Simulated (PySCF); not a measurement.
# Sn₃O⁺: quartet, from a trigonal planar start

The task is one start of a wider search on Sn₃O⁺: the quartet, from a trigonal planar start. It is relaxed, tested by its Hessian and followed downhill if it is a saddle.

Program: PySCF 2.14.0. Level of theory: B3LYP, basis O def2-SVP, Sn def2-SVP with ECP28, scalar-relativistic core potentials, no spin–orbit coupling, density fitting. These are calculated values, not measurements.

## Step 1: The system as given

4 atoms, charge 1, spin multiplicity 4.

Bond lengths: O1–Sn2 1.989 Å, O1–Sn3 1.989 Å, O1–Sn4 1.989 Å. Angles: Sn2–O1–Sn3 120.0°, Sn2–O1–Sn4 120.0°, Sn3–O1–Sn4 120.0°.

Coordinates in bohr (charge 1 multiplicity 4):
```
O     0.0000    0.0000    0.0000
Sn    3.7595    0.0000    0.0000
Sn   -1.8797    3.2558    0.0000
Sn   -1.8798   -3.2558    0.0000
```

## Step 2: Relaxation: trigonal planar start, quartet

One driver script runs all steps and calls PySCF; scf.py shows how it sets up the SCF of each step. The optimiser is the driver's own. Before each start the driver seeks the lowest SCF state from one or more starting densities and follows internal instabilities, so scf.py alone need not reach the same state.

The program finds D3h symmetry in the start, which this walk keeps. The walk stops when the largest gradient is under 0.0003 Eh/bohr and the energy has settled too.

Contents of scf.py:

```python
from pyscf import gto, scf, dft
mol = gto.M(atom='''
O     -0.000000    -0.000000    -0.000000
Sn     1.989417    -0.000015    -0.000000
Sn    -0.994696     1.722893    -0.000000
Sn    -0.994721    -1.722878     0.000000''',
    basis={'O': 'def2-SVP', 'Sn': 'def2-SVP'},
    ecp={'Sn': 'def2-SVP'},
    charge=1, spin=3)
mf = dft.UKS(mol, xc='B3LYP')
mf.grids.atom_grid = (50, 194)
aux = {'O': 'def2-universal-JKFIT', 'Sn': 'def2-universal-JKFIT'}
mf = mf.density_fit(auxbasis=aux)
mf.kernel()
```

The runs that follow: Releasing the symmetry; Vibrations and properties at this point.

**Question.** What will these runs give? Wanted: minimum; geometry; wavenumbers; dipole moment; highest occupied, lowest empty level; polar-tensor charge of O1; zero-point energy; ⟨S²⟩.

As calculated:

```
                                          quantity                                                                                                   value
                                           minimum                                                                                            quartet, C2v
                                          geometry  O–Sn 2.115 Å, O–Sn 2.163 Å (×2), Sn–Sn 2.966 Å; O–Sn–Sn 46.7° (×2), Sn–O–Sn 86.6°, Sn–O–Sn 136.7° (×2)
                                wavenumbers (cm⁻¹)                                                56 (b2), 87 (b1), 105 (a1), 188 (a1), 312 (b2), 605 (a1)
                    dipole moment (centre of mass)                                                                                                  0.65 D
highest occupied, lowest empty level (either spin)                                                                                         -8.42, -8.02 eV
                         polar-tensor charge of O1                                                                                                 -0.78 e
                                 zero-point energy                                                                                              8.1 kJ/mol
                               entropy at 298.15 K                                                                                         388.7 J/(mol K)
                                              ⟨S²⟩                                                                                                   3.755
```

From D3h at the start the molecule goes to a C2v minimum. In the infrared the band at 605 cm⁻¹ (a1) leads. Other starts or spin states, not run here, may lie lower. Modes under about 90 cm⁻¹ are uncertain by tens of cm⁻¹. Spin–orbit coupling, left out here, can matter for elements this heavy.
